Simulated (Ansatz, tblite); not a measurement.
# The cluster Al₄O₆: a ladder of methods and basis sets

One table from this session's results is given with a row withheld; the runs are named, their logs left out.

Computed with Ansatz 0.2.0, Gaussian basis. Level: as each input shows.

Levels to be run: GFN1-xTB, GFN2-xTB, PBE-D4/def2-TZVP, r2SCAN-D4/def2-TZVP, CAM-B3LYP-D4/def2-TZVP, ωB97M-V/def2-TZVP, HSE06-D4/def2-TZVP, HF/def2-TZVP, B97M-V/def2-TZVP, PBE-D4/def2-SVP, PBE0-D4/def2-SVP, HF/STO-3G, PBE0-D4/def2-TZVPD, PBE-D4/def2-TZVPD, CAM-B3LYP-D4/def2-TZVPD, CCSD(T)/def2-SVP, MP2/def2-TZVP, RPA/def2-TZVP.

## The relaxed structure

The singlet was relaxed beforehand with r2SCAN-D4/def2-SVP. At that level it is the lowest of the isomers that a small search found.

10 atoms, charge 0, spin multiplicity 1.

Bond lengths: Al1–O6 1.738 Å, Al1–O9 1.738 Å, Al1–O10 1.738 Å, Al2–O5 1.738 Å, Al2–O8 1.738 Å, Al2–O9 1.738 Å, Al3–O7 1.738 Å, Al3–O8 1.738 Å, Al3–O10 1.738 Å, Al4–O5 1.738 Å, Al4–O6 1.738 Å, Al4–O7 1.738 Å. Angles: O6–Al1–O9 113.3°, O6–Al1–O10 113.3°, O9–Al1–O10 113.3°, O5–Al2–O8 113.3°, O5–Al2–O9 113.3°, O8–Al2–O9 113.3°, O7–Al3–O8 113.3°, O7–Al3–O10 113.3°, O8–Al3–O10 113.3°, O5–Al4–O6 113.3°, O5–Al4–O7 113.3°, O6–Al4–O7 113.3°, Al2–O5–Al4 101.1°, Al1–O6–Al4 101.0°, Al3–O7–Al4 101.0°, Al2–O8–Al3 101.0°, Al1–O9–Al2 101.0°, Al1–O10–Al3 101.0°.

Geometry (Å):

```csv
atom,x (Å),y (Å),z (Å)
Al1,0.6848,-0.9959,1.1129
Al2,-1.4955,0.4479,0.5125
Al3,0.9369,1.3363,-0.1894
Al4,-0.1263,-0.7882,-1.4360
O5,-1.7554,-0.3686,-0.9996
O6,0.6045,-1.9312,-0.3497
O7,0.8775,0.5932,-1.7594
O8,-0.6046,1.9312,0.3497
O9,-0.8773,-0.5932,1.7594
O10,1.7554,0.3686,0.9997
```

PBE0-D4/def2-TZVP was run before; its log isn't repeated, and its numbers join the tables.

Set-up of the first run:

Tight binding, by tblite at 300 K electronic temperature and without a spin-polarisation term:

```python
tblite.interface.Calculator('GFN1-xTB', numbers, positions, charge=0, uhf=0).singlepoint()
```

Tight binding, by tblite at 300 K electronic temperature and without a spin-polarisation term:

```python
tblite.interface.Calculator('GFN2-xTB', numbers, positions, charge=0, uhf=0).singlepoint()
```

start.molden holds the orbitals of an earlier run on this state, given as this run's starting guess.

The input, in.yaml:

```yaml
crystal:
  periodic: [false, false, false]
  atoms:
    - {symbol: Al, position_ang: [0.684824, -0.995878, 1.112904]}
    - {symbol: Al, position_ang: [-1.495455, 0.447855, 0.512468]}
    - {symbol: Al, position_ang: [0.936859, 1.336305, -0.189413]}
    - {symbol: Al, position_ang: [-0.126299, -0.788228, -1.435969]}
    - {symbol: O, position_ang: [-1.755394, -0.368595, -0.999599]}
    - {symbol: O, position_ang: [0.604549, -1.931221, -0.349726]}
    - {symbol: O, position_ang: [0.877466, 0.593210, -1.759378]}
    - {symbol: O, position_ang: [-0.604578, 1.931199, 0.349652]}
    - {symbol: O, position_ang: [-0.877329, -0.593197, 1.759369]}
    - {symbol: O, position_ang: [1.755368, 0.368552, 0.999703]}
basis:
  gaussian: {orbitals: def2-TZVP, initial_orbitals: start.molden}
hamiltonian: {xc: pbe, dispersion: d4}
scf: {omitted_lower_state_checks: [starts]}
output: {forces: true, orbitals: {seedname: orbitals}}
```

Launch:

```console
ansatz run in.yaml --threads 4 --pin off --events-out ev --progress --plain --max-ram 8704MiB
```

Among the steps run: PBE-D4/def2-TZVP; r2SCAN-D4/def2-TZVP; CAM-B3LYP-D4/def2-TZVP; ωB97M-V/def2-TZVP; HSE06-D4/def2-TZVP; HF/def2-TZVP; B97M-V/def2-TZVP; PBE-D4/def2-SVP; PBE0-D4/def2-SVP; HF/STO-3G; PBE0-D4/def2-TZVPD; PBE-D4/def2-TZVPD; CAM-B3LYP-D4/def2-TZVPD; CCSD(T)/def2-SVP; MP2/def2-TZVP; RPA/def2-TZVP.

One of the session's tables, all rows but one given; the rest of the session is left out.

```
                  level  HOMO (eV)  gap (eV)
              HF/STO-3G      -6.63     11.62
           HF/def2-TZVP     -12.17     12.06
        PBE-D4/def2-SVP      -6.33      2.57
       PBE-D4/def2-TZVP      -6.46      2.65
      PBE-D4/def2-TZVPD      -6.53      2.69
    r2SCAN-D4/def2-TZVP      -6.78      3.43
       B97M-V/def2-TZVP      -6.80      3.13
       PBE0-D4/def2-SVP      -7.99      5.08
      PBE0-D4/def2-TZVP      -8.06      5.10
     PBE0-D4/def2-TZVPD      -8.11      5.12
     HSE06-D4/def2-TZVP      -7.65      4.32
 CAM-B3LYP-D4/def2-TZVP          ?         ?
CAM-B3LYP-D4/def2-TZVPD      -9.63      7.39
      ωB97M-V/def2-TZVP     -10.51      9.09
```

**Question.** Estimate the row for CAM-B3LYP-D4/def2-TZVP.

The run gave: HOMO (eV): -9.57; gap (eV): 7.37. In the column «HOMO (eV)» it lies between CAM-B3LYP-D4/def2-TZVPD (-9.63) and PBE0-D4/def2-TZVPD (-8.11).
